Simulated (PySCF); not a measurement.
# F2O3Re (Re(O)3(F)2-): the cost of one run

Computed with PySCF 2.14.0. Level: r2SCAN, Re def2-SVP with ECP60, O def2-SVP, F def2-SVP; scalar-relativistic core potentials, no spin–orbit coupling.

## Step 1: Where the work starts

6 atoms, charge -1, spin multiplicity 1.

Bond lengths: Re1–O2 1.736 Å, Re1–O3 1.736 Å, Re1–O4 1.736 Å, Re1–F5 1.922 Å, Re1–F6 1.922 Å. Angles: O2–Re1–O3 119.8°, O2–Re1–O4 120.1°, O2–Re1–F5 90.0°, O2–Re1–F6 90.0°, O3–Re1–O4 120.1°, O3–Re1–F5 90.0°, O3–Re1–F6 90.0°, O4–Re1–F5 90.0°, O4–Re1–F6 90.0°, F5–Re1–F6 179.9°.

Geometry (Å):

```xyz
6
charge -1, multiplicity 1
Re   -0.0051    0.0000    0.0000
O    -0.8756    0.0000    1.5019
O    -0.8756    0.0000   -1.5019
O     1.7311    0.0000    0.0000
F    -0.0034    1.9221    0.0000
F    -0.0034   -1.9221    0.0000
```

Formal oxidation states: Re +7. An earlier session relaxed this geometry at r2SCAN, Re def2-SVP with ECP60, O def2-SVP, F def2-SVP (singlet, point group D3h).

Its energy there is -503.442617 Eh.

## Step 2: Atoms moved at random, σ = 0.1 Å

File run.py (the lines that set the calculation):

```python
mol = gto.M(atom='''
Re     0.04602     0.03877    -0.02930
O     -0.81545     0.05332     1.61028
O     -0.97624     0.02473    -1.50438
O      1.88612    -0.01298     0.00327
F     -0.04817     1.76533    -0.11710
F     -0.12431    -1.86917     0.03722''',
    basis={'Re': 'def2-SVP', 'O': 'def2-SVP', 'F': 'def2-SVP'},
    ecp={'Re': 'def2-SVP'},
    charge=-1, spin=0)
mf = dft.RKS(mol, xc='R2SCAN')
mf.grids.atom_grid = (50, 194)
mf = mf.density_fit()  # fitting sets: Re def2-universal-JKFIT, O def2-universal-JKFIT, F def2-universal-JKFIT
mf.conv_tol = 1e-08; mf.max_cycle = 55
mf.kernel(dm0)  # dm0: the density of the relaxed state
```

The run is started by

```console
> OMP_NUM_THREADS=2 python run.py
```

**Question.** How long does this run take on 2 threads of Arm Neoverse V1, shared host?

About 5.3 s.
